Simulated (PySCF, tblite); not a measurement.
# CH5BrF2Ge2: geometry, infrared bands and NMR shifts

What infrared bands and NMR shifts should CH5BrF2Ge2 (`F[C@@H]([GeH3])[Ge@@H]([F])[Br]`) show?

Computed with tblite 0.8.0 and PySCF 2.14.0, with density-fitted response routines of our own, on a single molecule in the gas phase. Atoms count from 0, in the outputs and in this text.

### 1 The molecule as given

11 atoms, charge 0, multiplicity 1; geometry from: force field or distance geometry start.

Bonds of the start (Å): F0–C1 1.39, C1–Ge2 1.93, C1–Ge3 1.96, Ge3–F4 1.76, Ge3–Br5 2.32, C1–H6 1.10, Ge2–H7 1.56, Ge2–H8 1.56, Ge2–H9 1.55, Ge3–H10 1.54.

### 2 Optimising the geometry with GFN2-xTB

What the job is given:

```
{"job": {"kind": "relax", "xc": "GFN2-xTB", "basis": "xTB"}, "charge": 0, "multiplicity": 1}
F      0.108900    -2.107400     0.272300
C      0.047200    -0.867700    -0.343100
Ge    -1.577100     0.094100     0.062100
Ge     1.521000     0.299800     0.203100
F      3.059800    -0.347900    -0.357800
Br     1.061400     2.389500    -0.698100
H      0.141100    -0.967800    -1.433300
H     -1.928600    -0.064700     1.573000
H     -1.267600     1.601400    -0.196700
H     -2.709300    -0.438000    -0.851200
H      1.548600     0.411400     1.743700
```

Launch:

```console
$ OMP_NUM_THREADS=1 python probes_run.py task.json out
```

One launch serves the whole session: the jobs run in the order shown.

**Question.** This job is followed by: GFN2-xTB harmonic vibrations, gas phase; GIAO PBE0/pcSseg-1 NMR shielding, non-relativistic, gas phase. Predict these results of the whole session: strongest single infrared mode (GFN2-xTB); zero-point energy (GFN2-xTB); ¹³C shifts against TMS (PBE0/pcSseg-1); ¹H shifts against TMS (PBE0/pcSseg-1, means over atoms taken as alike); ¹⁹F shifts against CFCl3 (PBE0/pcSseg-1); ⁷³Ge shifts against GeMe4 (PBE0/pcSseg-1); ⁷⁹Br shifts against HBr (PBE0/pcSseg-1); surface potential, 1st and 99th percentile.

The runs gave:

| quantity | value |
| --- | --- |
| strongest single infrared mode (GFN2-xTB) | 2102 cm⁻¹, 478 km/mol |
| zero-point energy (GFN2-xTB) | 31.0 kcal/mol |
| ¹³C shifts against TMS (PBE0/pcSseg-1) | 97.7 ppm |
| ¹H shifts against TMS (PBE0/pcSseg-1, means over atoms taken as alike) | 6.79, 6.12, 3.97 ppm |
| ¹⁹F shifts against CFCl3 (PBE0/pcSseg-1) | -165.4, -284.4 ppm |
| ⁷³Ge shifts against GeMe4 (PBE0/pcSseg-1) | 104, -233 ppm |
| ⁷⁹Br shifts against HBr (PBE0/pcSseg-1) | 78 ppm |
| surface potential, 1st and 99th percentile | -1.23 V and 1.64 V |

Over 127 steps the energy fell by 0.602 eV; of the close pairs, Ge2–H8 changed most, 1.560 to 1.491 Å. All 27 modes are real, so the xTB geometry is a minimum. The strongest single mode, at 2102 cm⁻¹, moves mainly H9. GFN2-xTB is a fitted tight-binding method: band positions and strengths are rough. Its intensities can rank the bands wrongly. At PBE0/pcSseg-1: Shielding is most anisotropic at Br5 (span 637 ppm, paramagnetic term -581 ppm). By nearest atom (PBE0/pcSseg-1), the HOMO sits on Br5 28 %; C1 23 % and the LUMO on Ge3 33 %; Br5 24 %. Spin-orbit coupling is left out, which matters for shieldings and couplings at and beside the heavy atoms.
